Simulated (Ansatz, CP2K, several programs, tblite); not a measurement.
Energy against volume for Si3Sn, ordered on the diamond lattice (P-4m2) with 4 atoms a cell, at fixed shape and fractional coordinates, computed by several methods (PBE and r2SCAN, where shown, with plane waves in Ansatz); the cell shown is that of r2SCAN. With free coordinates or axes held, a curve is too stiff, and on another method's shape its minimum isn't the method's own volume. It is tetragonal, P-4m2 (No. 115); a = 4.038 Å, c = 5.749 Å in the conventional setting, 23.43 Å³ an atom. Around Si lie 2 Si at 2.40 Å and 2 Sn at 2.56 Å; around Si lie 4 Si at 2.40 Å; around Sn lie 4 Si at 2.56 Å. All values are calculated for a non-magnetic cell, which may be hypothetical. Energies count from each curve's lowest point; fits are third-order Birch-Murnaghan.

```cif
data_structure
_symmetry_space_group_name_H-M 'P-4m2'
_symmetry_Int_Tables_number 115
_cell_length_a 4.0376
_cell_length_b 4.0376
_cell_length_c 5.7486
_cell_angle_alpha 90.000
_cell_angle_beta 90.000
_cell_angle_gamma 90.000
_cell_volume 93.72
loop_
_atom_site_label
_atom_site_type_symbol
_atom_site_symmetry_multiplicity
_atom_site_Wyckoff_symbol
_atom_site_fract_x
_atom_site_fract_y
_atom_site_fract_z
_atom_site_occupancy
Si1 Si 2 g 0.50000 0.00000 0.77460 1
Si2 Si 1 b 0.50000 0.50000 0.00000 1
Sn1 Sn 1 d 0.00000 0.00000 0.50000 1
```

**Question.** PBE/SZV (CP2K), on the shape of the cell shown, gives
```
V (Å³/atom)  E (meV/atom)
     20.618        206.85
     22.024         78.84
     23.429         15.58
     24.835          0.00
     26.241         19.42
```
What equilibrium volume and bulk modulus follow?

**Answer.** V₀ = 24.69 Å³ an atom and B₀ = 72 GPa.

GFN1-xTB (tblite), on the shape of the cell shown, as a cluster of 72 atoms at the zone centre:
```tsv
V (Å³/atom)	E (meV/atom)
20.618	194.12
22.024	63.33
23.429	5.99
24.835	0.00
26.241	28.84
```
V₀ = 24.32 Å³ an atom and B₀ = 79 GPa.

PBE, on the shape of its own relaxed cell:
```
V (Å³/atom)  E (meV/atom)
     22.458         21.14
     23.175          4.98
     23.892          0.00
     24.608          4.50
     25.325         17.00
```
V₀ = 23.89 Å³ an atom and B₀ = 70 GPa.

r2SCAN, on the shape of its own relaxed cell:
```csv
V (Å³/atom),E (meV/atom)
22.024,23.09
22.726,5.45
23.429,0.00
24.132,4.92
24.835,18.63
```
V₀ = 23.43 Å³ an atom and B₀ = 79 GPa.

PBE/DZVP (CP2K), on the shape of the cell shown:
```csv
V (Å³/atom),E (meV/atom)
20.618,130.82
22.024,37.18
23.429,0.00
24.835,3.89
26.241,37.51
```
V₀ = 23.96 Å³ an atom and B₀ = 70 GPa.
